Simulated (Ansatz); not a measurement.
# C₂H₁₀BFOSi: small, medium and large basis sets

One table from this session's results is given with a row withheld; the runs are named, their logs left out.

Computed with Ansatz 0.2.0, Gaussian basis. Level: one geometry, several basis sets.

Plan: PBE0-D4/def2-SVP; ωB97M-V/def2-SVP; PBE0-D4/def2-QZVPP; ωB97M-V/def2-QZVPP; the functionals' def2-TZVPP values are taken from earlier runs.

**The relaxed structure**

All runs share one geometry, relaxed beforehand with PBE0-D4 in a triple-zeta def2 set.

16 atoms, charge 0, spin multiplicity 1.

Atoms are counted from 1 here; the program's logs count them from 0.

Bond lengths: C1–B2 1.564 Å, C1–H7 1.098 Å, C1–H8 1.092 Å, C1–H9 1.091 Å, B2–C3 1.568 Å, B2–F4 1.346 Å, C3–H10 1.092 Å, C3–H11 1.098 Å, C3–H12 1.093 Å, O5–Si6 1.660 Å, O5–H13 0.959 Å, Si6–H14 1.478 Å, Si6–H15 1.485 Å, Si6–H16 1.488 Å. Angles: B2–C1–H7 108.5°, B2–C1–H8 112.4°, B2–C1–H9 112.7°, H7–C1–H8 107.0°, H7–C1–H9 106.8°, H8–C1–H9 109.1°, C1–B2–C3 124.9°, C1–B2–F4 117.3°, C3–B2–F4 116.9°, B2–C3–H10 112.8°, B2–C3–H11 108.4°, B2–C3–H12 112.7°, H10–C3–H11 106.3°, H10–C3–H12 109.6°, H11–C3–H12 106.7°, Si6–O5–H13 117.3°, O5–Si6–H14 105.8°, O5–Si6–H15 111.5° and more.

Coordinates:

```mol
C2H10BFOSi
  3D, bonds by distance, orders not assigned

 16 14  0  0  0  0  0  0  0  0999 V2000
   -1.4549   -1.2695   -0.1335 C   0  0
   -0.1900   -0.8337    0.6773 B   0  0
    1.1994   -1.5593    0.6290 C   0  0
   -0.3638    0.0870    1.6436 F   0  0
    0.4997    0.9628   -0.9544 O   0  0
    0.0134    2.4837   -0.5017 Si  0  0
   -1.9328   -2.1072    0.3910 H   0  0
   -2.1985   -0.4731   -0.2060 H   0  0
   -1.2102   -1.6229   -1.1365 H   0  0
    1.4600   -1.9078   -0.3727 H   0  0
    1.1442   -2.4549    1.2612 H   0  0
    2.0109   -0.9450    1.0265 H   0  0
    1.4314    0.8361   -1.1408 H   0  0
   -1.4419    2.3855   -0.2619 H   0  0
    0.7228    2.9418    0.7198 H   0  0
    0.2873    3.4538   -1.5964 H   0  0
  1  2  8  0
  1  7  8  0
  1  8  8  0
  1  9  8  0
  2  3  8  0
  2  4  8  0
  3 10  8  0
  3 11  8  0
  3 12  8  0
  5  6  8  0
  5 13  8  0
  6 14  8  0
  6 15  8  0
  6 16  8  0
M  END
```

Set-up of the first run:

in.yaml

```yaml
crystal:
  periodic: [false, false, false]
  atoms:
    - {symbol: C, position_ang: [-1.454924, -1.269538, -0.133514]}
    - {symbol: B, position_ang: [-0.190036, -0.833721, 0.677307]}
    - {symbol: C, position_ang: [1.199416, -1.559327, 0.629043]}
    - {symbol: F, position_ang: [-0.363794, 0.086979, 1.643633]}
    - {symbol: O, position_ang: [0.499719, 0.962847, -0.954428]}
    - {symbol: Si, position_ang: [0.013420, 2.483687, -0.501701]}
    - {symbol: H, position_ang: [-1.932846, -2.107191, 0.391020]}
    - {symbol: H, position_ang: [-2.198482, -0.473146, -0.206008]}
    - {symbol: H, position_ang: [-1.210153, -1.622906, -1.136517]}
    - {symbol: H, position_ang: [1.459980, -1.907831, -0.372743]}
    - {symbol: H, position_ang: [1.144208, -2.454856, 1.261218]}
    - {symbol: H, position_ang: [2.010872, -0.944983, 1.026465]}
    - {symbol: H, position_ang: [1.431374, 0.836078, -1.140752]}
    - {symbol: H, position_ang: [-1.441908, 2.385490, -0.261943]}
    - {symbol: H, position_ang: [0.722818, 2.941770, 0.719808]}
    - {symbol: H, position_ang: [0.287336, 3.453849, -1.596386]}
basis:
  gaussian: {orbitals: def2-SVP}
hamiltonian: {xc: pbe0, dispersion: d4}
output: {orbitals: {seedname: orbitals}}
```

Command:

```bash
$ ansatz run in.yaml --threads 4 --pin off --events-out ev --progress --plain --max-ram 11315MiB
```

Among the steps run: PBE0-D4 in def2-SVP; ωB97M-V in def2-SVP; PBE0-D4 in def2-QZVPP; ωB97M-V in def2-QZVPP.

One of the session's tables, all rows but one given; the rest of the session is left out.

It belongs to the step «Density functionals: the series». 

| functional | basis | HOMO (eV) | LUMO (eV) |
| --- | --- | --- | --- |
| PBE0-D4 | def2-SVP | -8.30 | 0.37 |
| PBE0-D4 | def2-TZVPP | -8.41 | -0.16 |
| PBE0-D4 | def2-QZVPP | -8.43 | -0.35 |
| ωB97M-V | def2-SVP | -10.64 | 2.20 |
| ωB97M-V | def2-TZVPP | -10.76 | 1.42 |
| ωB97M-V | def2-QZVPP | ? | ? |

**Question.** Estimate the row for ωB97M-V, def2-QZVPP.

As computed: HOMO (eV): -10.78; LUMO (eV): 1.01. In the column «HOMO (eV)» it is the lowest.
